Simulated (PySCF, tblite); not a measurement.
# C₃H₉FSSi: geometry, infrared bands and NMR shifts

Wanted: the infrared bands and NMR shifts of C₃H₉FSSi (`CCS[Si@@H](C)F`), by calculation.

Computed with tblite 0.8.0 and PySCF 2.14.0, with density-fitted response routines of our own, on a single molecule in the gas phase. Atoms are numbered from 0 throughout.

## Step 1: The starting structure

15 atoms, charge 0, multiplicity 1; geometry from: force field or distance geometry start.

Bonds of the start (Å): C0–C1 1.49, C1–S2 1.82, S2–Si3 2.13, Si3–C4 1.86, Si3–F5 1.67, C0–H6 1.10, C0–H7 1.10, C0–H8 1.10, C1–H9 1.11, C1–H10 1.11, Si3–H11 1.49, C4–H12 1.10, C4–H13 1.11, C4–H14 1.13.

## Step 2: Geometry optimisation with GFN2-xTB

What the job is given:

```
{"job": {"kind": "relax", "xc": "GFN2-xTB", "basis": "xTB"}, "charge": 0, "multiplicity": 1}
C     -2.764500     0.112100     0.134500
C     -1.577800    -0.762000    -0.109200
S     -0.231400     0.087900    -0.981900
Si     1.342300     0.416000     0.421200
C      3.009300     0.184200    -0.366100
F      1.183400     1.931000     1.114100
H     -2.404100     1.150500     0.222300
H     -3.445600     0.079400    -0.723700
H     -3.314600    -0.231500     1.028600
H     -1.193900    -1.080200     0.886900
H     -1.833500    -1.694300    -0.661600
H      1.140900    -0.588100     1.502500
H      3.617100    -0.405300     0.332800
H      2.924300    -0.355700    -1.332600
H      3.543800     1.164000    -0.512100
```

Run with:

```
$ OMP_NUM_THREADS=1 python probes_run.py task.json out
```

One launch serves the whole session: the jobs run in the order shown.

**Question.** This job is followed by: GFN2-xTB harmonic vibrations, gas phase; GIAO PBE0/pcSseg-1 NMR shielding, non-relativistic, gas phase. What will the session give for the following? strongest single infrared mode (GFN2-xTB); zero-point energy (GFN2-xTB); ¹³C shifts against TMS (PBE0/pcSseg-1); ¹H shifts against TMS (PBE0/pcSseg-1, means over atoms taken as alike); ³³S shifts against CS2 (PBE0/pcSseg-1); ²⁹Si shifts against TMS (PBE0/pcSseg-1); ¹⁹F shifts against CFCl3 (PBE0/pcSseg-1).

**Answer**, as computed:

| quantity | value |
| --- | --- |
| strongest single infrared mode (GFN2-xTB) | 2339 cm⁻¹, 223 km/mol |
| zero-point energy (GFN2-xTB) | 71.9 kcal/mol |
| ¹³C shifts against TMS (PBE0/pcSseg-1) | 30.6, 22.1, -0.2 ppm |
| ¹H shifts against TMS (PBE0/pcSseg-1, means over atoms taken as alike) | 5.63, 2.69, 2.68, 1.42, 0.56 ppm |
| ³³S shifts against CS2 (PBE0/pcSseg-1) | -52 ppm |
| ²⁹Si shifts against TMS (PBE0/pcSseg-1) | 32.9 ppm |
| ¹⁹F shifts against CFCl3 (PBE0/pcSseg-1) | -163.7 ppm |

What this shows: Relaxing lowered the energy by 0.389 eV in 97 steps; the close pair that moved most is Si3–F5, from 1.673 to 1.621 Å. The lowest mode is imaginary (77i cm⁻¹), so the xTB geometry is not a minimum. The strongest single mode, at 2339 cm⁻¹, moves mainly H11. GFN2-xTB is a fitted tight-binding method: band positions and strengths are rough. Its intensities can rank the bands wrongly. At PBE0/pcSseg-1: Shielding is most anisotropic at S2 (span 268 ppm, paramagnetic term -505 ppm).
